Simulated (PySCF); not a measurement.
**Argon: the same states on changed settings**

Aim: see what changed settings do to total energies and their difference. The change: a valence shell is frozen, unsound on purpose. A sound run of the same states serves as the yardstick.

Method: unrestricted determinants in a Gaussian basis, no spin-orbit coupling in the energies. Code: PySCF 2.14.0.

6 further runs of the same task are left out: 6 set aside as unsound or not needed.

### Step 1. What is computed

* Element: argon (Z = 18)
* Basis: x2c-TZVPall (5s5p2d1f, 37 functions)
* Hamiltonian: the spin-free X2C one-electron Hamiltonian (Gaussian nucleus)
* State 1: Ar⁺: [Ne] 3s2 3p5, 2P determinant
* State 2: Ar²⁺: [Ne] 3s2 3p4, high-spin 3P determinant
* Methods: MP2, CCSD(T)
* Core shells frozen in the correlated runs: valence: [Ne] 3s2 (for Ar⁺)

Outer shells as boxes (Hund's rule):

Ar+ [Ne] 3s2 3p5
```
[Ne] core
3s [↑↓]
3p [↑↓][↑↓][↑ ]
```

Ar2+ [Ne] 3s2 3p4
```
[Ne] core
3s [↑↓]
3p [↑↓][↑ ][↑ ]
```

The sound run (x2c-TZVPall, scalar relativity by spin-free X2C-1e, symmetry-adapted start, fine grid, valence correlation) gave:

| species | method | energy (hartree) |
| --- | --- | --- |
| Ar⁺ | UHF | -528.07903 |
| Ar⁺ | MN15 | -528.89996 |
| Ar⁺ | B3LYP | -528.79414 |
| Ar⁺ | MP2 (valence) | -528.24147 |
| Ar⁺ | CCSD(T) (valence) | -528.27237 |
| Ar²⁺ | UHF | -527.11003 |
| Ar²⁺ | MN15 | -527.87847 |
| Ar²⁺ | B3LYP | -527.77552 |
| Ar²⁺ | MP2 (valence) | -527.23707 |
| Ar²⁺ | CCSD(T) (valence) | -527.26802 |

One driver process ran all states and methods and kept the integrals in memory. Each run is shown as a PySCF script that sums up its settings (the driver passes frozen orbitals as a list and adds second-order terms of double hybrids); the logs are those of the runs themselves. The driver starts from symmetry-adapted Hartree-Fock orbitals, holds the occupation by maximum overlap and uses a logarithmic radial grid for functionals, so a plain start would take other cycles.

The driver's launch:

```console
OMP_NUM_THREADS=1 python atomrun2.py TASK.json OUT
```

The integrals over 37 functions and the set-up took 0.04 s of CPU time.

### Step 2. Changed run, Ar⁺, method by method

**MP2 (valence)**

The input, input.py:

```python
from pyscf import gto, scf, dft, mp, cc
import basis_set_exchange as bse
mol = gto.M(atom="Ar 0 0 0", charge=1, spin=1, symmetry="D2h",
            basis=gto.basis.parse(bse.get_basis("x2c-TZVPall", elements=["Ar"], fmt="nwchem", header=False)),
            nucmod="G")
mf = scf.UHF(mol).sfx2c1e()
mf.irrep_nelec = {'Ag': (3, 3), 'B1u': (2, 2), 'B2u': (2, 2), 'B3u': (2, 1)}
mf.kernel()
mp.UMP2(mf, frozen=6).kernel()
```

This step left no log, only its results.

It took 0.01 s on 1 thread of Neoverse-V1, shared host, the integrals not counted.

With 5 electrons correlated, the MP2 correlation energy is -0.10336 hartree (-0.02967 same spin, -0.07368 opposite spin); the SCS form gives -0.09831. Largest pairs of shells: 3p-3p -0.1034.

**CCSD(T) (valence)**

input.py, as changed from the run before:

```diff
@@ -8,2 +8,3 @@
 mf.kernel()
-mp.UMP2(mf, frozen=6).kernel()
+mycc = cc.CCSD(mf, frozen=6).run()
+mycc.ccsd_t()
```

Log:

```text
CC2 = 0
CCSD nocc = (np.int64(3), np.int64(2)), nmo = (31, 31)
frozen orbitals [[0, 1, 2, 3, 4, 5], [0, 1, 2, 3, 4, 5]]
max_cycle = 100
direct = 0
conv_tol = 1e-08
conv_tol_normt = 1e-06
diis_space = 8
diis_start_cycle = 0
Init t2, MP2 energy = -0.103357253360903
Init E_corr(UCCSD) = -0.103357253361163
cycle = 1  E_corr(UCCSD) = -0.113504806133945  dE = -0.0101475528  norm(t1,t2) = 0.0246043
cycle = 2  E_corr(UCCSD) = -0.114974900484229  dE = -0.00147009435  norm(t1,t2) = 0.00589905
cycle = 3  E_corr(UCCSD) = -0.115439696790769  dE = -0.000464796307  norm(t1,t2) = 0.00200966
cycle = 4  E_corr(UCCSD) = -0.115427212909608  dE = 1.24838812e-05  norm(t1,t2) = 0.000252948
cycle = 5  E_corr(UCCSD) = -0.115427449887211  dE = -2.36977603e-07  norm(t1,t2) = 5.03675e-05
cycle = 6  E_corr(UCCSD) = -0.115427544551922  dE = -9.46647108e-08  norm(t1,t2) = 9.70875e-06
cycle = 7  E_corr(UCCSD) = -0.115427525121776  dE = 1.94301454e-08  norm(t1,t2) = 1.30636e-06
cycle = 8  E_corr(UCCSD) = -0.115427522162394  dE = 2.95938185e-09  norm(t1,t2) = 1.58839e-07
UCCSD converged
E(UCCSD) = -528.1944537009476  E_corr = -0.1154275221623943
UCCSD(T) correction = -0.00299575266436973
```

Time after the integrals: 0.43 s (1 thread of Neoverse-V1, shared host).

CCSD correlation -0.11543 hartree, triples -0.00300; total -528.197449. T1 = 0.003, largest double amplitude 0.043.

### Step 3. Changed run, Ar²⁺

**MP2 (valence)**

The input, input.py:

```python
from pyscf import gto, scf, dft, mp, cc
import basis_set_exchange as bse
mol = gto.M(atom="Ar 0 0 0", charge=2, spin=2, symmetry="D2h",
            basis=gto.basis.parse(bse.get_basis("x2c-TZVPall", elements=["Ar"], fmt="nwchem", header=False)),
            nucmod="G")
mf = scf.UHF(mol).sfx2c1e()
mf.irrep_nelec = {'Ag': (3, 3), 'B1u': (2, 1), 'B2u': (2, 2), 'B3u': (2, 1)}
mf.kernel()
mp.UMP2(mf, frozen=6).kernel()
```

No log was kept for this step.

Time after the integrals: 0.01 s (1 thread of Neoverse-V1, shared host).

With 4 electrons correlated, the MP2 correlation energy is -0.06062 hartree (-0.02278 same spin, -0.03784 opposite spin); the SCS form gives -0.05301. Largest pairs of shells: 3p-3p -0.0606.

**CCSD(T) (valence)**

input.py, as changed from the run before:

```diff
@@ -8,2 +8,3 @@
 mf.kernel()
-mp.UMP2(mf, frozen=6).kernel()
+mycc = cc.CCSD(mf, frozen=6).run()
+mycc.ccsd_t()
```

Log:

```text
CC2 = 0
CCSD nocc = (np.int64(3), np.int64(1)), nmo = (31, 31)
frozen orbitals [[0, 1, 2, 3, 4, 5], [0, 1, 2, 3, 4, 5]]
max_cycle = 100
direct = 0
conv_tol = 1e-08
conv_tol_normt = 1e-06
diis_space = 8
diis_start_cycle = 0
Init t2, MP2 energy = -0.0606225947684882
Init E_corr(UCCSD) = -0.0606225947723371
cycle = 1  E_corr(UCCSD) = -0.0701114148390068  dE = -0.00948882007  norm(t1,t2) = 0.0257349
cycle = 2  E_corr(UCCSD) = -0.0718974706354591  dE = -0.0017860558  norm(t1,t2) = 0.00607013
cycle = 3  E_corr(UCCSD) = -0.0724405466468384  dE = -0.000543076011  norm(t1,t2) = 0.00173198
cycle = 4  E_corr(UCCSD) = -0.0724347670930169  dE = 5.77955382e-06  norm(t1,t2) = 0.000232102
cycle = 5  E_corr(UCCSD) = -0.0724351448176499  dE = -3.77724633e-07  norm(t1,t2) = 3.16215e-05
cycle = 6  E_corr(UCCSD) = -0.0724351208262182  dE = 2.39914317e-08  norm(t1,t2) = 6.78686e-06
cycle = 7  E_corr(UCCSD) = -0.072435133792782  dE = -1.29665639e-08  norm(t1,t2) = 8.77553e-07
cycle = 8  E_corr(UCCSD) = -0.072435123669171  dE = 1.0123611e-08  norm(t1,t2) = 9.65023e-08
cycle = 9  E_corr(UCCSD) = -0.0724351249716061  dE = -1.3024351e-09  norm(t1,t2) = 1.62356e-08
UCCSD converged
E(UCCSD) = -527.1824688044275  E_corr = -0.07243512497160609
UCCSD(T) correction = -0.00126268665659473
```

It took 0.37 s on 1 thread of Neoverse-V1, shared host, the integrals not counted.

CCSD correlation -0.07244 hartree, triples -0.00126; total -527.183731. T1 = 0.003, largest double amplitude 0.057.

### Step 4. Against the sound run

| species | method | converged | energy less sound run (eV) |
| --- | --- | --- | --- |
| Ar⁺ | MP2 (valence) | yes | +1.6078 |
| Ar⁺ | CCSD(T) (valence) | yes | +2.0388 |
| Ar²⁺ | MP2 (valence) | yes | +1.8073 |
| Ar²⁺ | CCSD(T) (valence) | yes | +2.2935 |

Ionisation energy of Ar⁺:

| method | sound run (eV) | changed run (eV) | shift (eV) |
| --- | --- | --- | --- |
| UHF | 26.368 | 26.368 | +0.000 |
| MP2 | 27.331 | 27.530 | +0.200 |
| SCS-MP2 | 27.324 | 27.600 | +0.276 |
| CCSD | 27.297 | 27.538 | +0.241 |
| CCSD(T) | 27.330 | 27.585 | +0.255 |

### Step 5. What came out

```
                                 quantity                      value
                                   change  a valence shell is frozen
                           runs converged                     4 of 4
largest shift of a converged total energy                    2.29 eV
   largest shift of the ionisation energy        +0.276 eV (SCS-MP2)
```

In words: The ionisation energy moves by up to 0.28 eV, at SCS-MP2. Freezing a valence shell removes pair correlation that changes on ionisation. The setting is unsound on purpose, so these numbers are no properties of the atom.
